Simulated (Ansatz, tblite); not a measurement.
# GaH2(CCH) (C₂H₃Ga): charged states by level of theory

The task here is to estimate one member of a computed series from the others.

The runs use Ansatz 0.2.0, Gaussian basis; as each input shows.

The runs, in order: charge +1 doublet, at the geometry of the singlet (PBE0-D4/def2-TZVP, PBE-D4/def2-TZVP, r2SCAN-D4/def2-TZVP, CCSD(T)/def2-TZVPP); the starting singlet's energies come from earlier runs.

**The geometry**

The geometry is that of the singlet, from an earlier relaxation (PBE-D4/def2-TZVP).

6 atoms, charge 0, spin multiplicity 1.

Atoms are counted from 1 here; the program's logs count them from 0.

Bond lengths: Ga1–H2 1.568 Å, Ga1–H3 1.568 Å, Ga1–C4 1.922 Å, C4–C5 1.221 Å, C5–H6 1.073 Å. Angles: H2–Ga1–H3 124.1°, H2–Ga1–C4 118.0°, H3–Ga1–C4 118.0°, Ga1–C4–C5 179.9°, C4–C5–H6 180.0°.

Geometry (Å):

```xyz
6
C2H3Ga
Ga    0.6509    1.1270    0.0085
H     2.2175    1.0697    0.0530
H    -0.1786    2.4575   -0.0272
C    -0.3114   -0.5363   -0.0031
C    -0.9211   -1.5943   -0.0118
H    -1.4573   -2.5238   -0.0194
```

The first run:

The input, in.yaml:

```yaml
crystal:
  periodic: [false, false, false]
  atoms:
    - {symbol: Ga, position_ang: [0.650879, 1.127007, 0.008471]}
    - {symbol: H, position_ang: [2.217535, 1.069738, 0.053020]}
    - {symbol: H, position_ang: [-0.178597, 2.457546, -0.027162]}
    - {symbol: C, position_ang: [-0.311438, -0.536267, -0.003125]}
    - {symbol: C, position_ang: [-0.921083, -1.594272, -0.011823]}
    - {symbol: H, position_ang: [-1.457296, -2.523752, -0.019391]}
basis:
  gaussian: {orbitals: def2-TZVP}
total_charge: 1
magnetization: {spin_polarized: true, initial_magnetization: 1}
hamiltonian: {xc: pbe0, dispersion: d4}
output: {orbitals: {seedname: orbitals}}
```

The run is started by

```console
ansatz run in.yaml --threads 4 --pin off --events-out ev --progress --plain --max-ram 3916MiB
```

Steps of the session up to this table: Charge +1 doublet at the fixed geometry, PBE0-D4/def2-TZVP; Charge +1 doublet at the fixed geometry, PBE-D4/def2-TZVP; Charge +1 doublet at the fixed geometry, r2SCAN-D4/def2-TZVP; Charge +1 doublet at the fixed geometry, CCSD(T)/def2-TZVPP.

One of the session's tables, all rows but one given; the rest of the session is left out.

It belongs to the step «Vertical ionisation energy». 

| method | vertical ionisation energy (eV) |
| --- | --- |
| HF/def2-TZVPP | 9.02 |
| PBE-D4/def2-TZVP | 9.83 |
| r2SCAN-D4/def2-TZVP | 9.89 |
| PBE0-D4/def2-TZVP | ? |
| MP2/def2-TZVPP | 10.81 |
| CCSD/def2-TZVPP | 10.34 |
| CCSD(T)/def2-TZVPP | 10.46 |

Q: Estimate the row for PBE0-D4/def2-TZVP from the others.

As computed: vertical ionisation energy (eV): 10.07. In the column «vertical ionisation energy (eV)» it lies between r2SCAN-D4/def2-TZVP (9.89) and CCSD/def2-TZVPP (10.34).
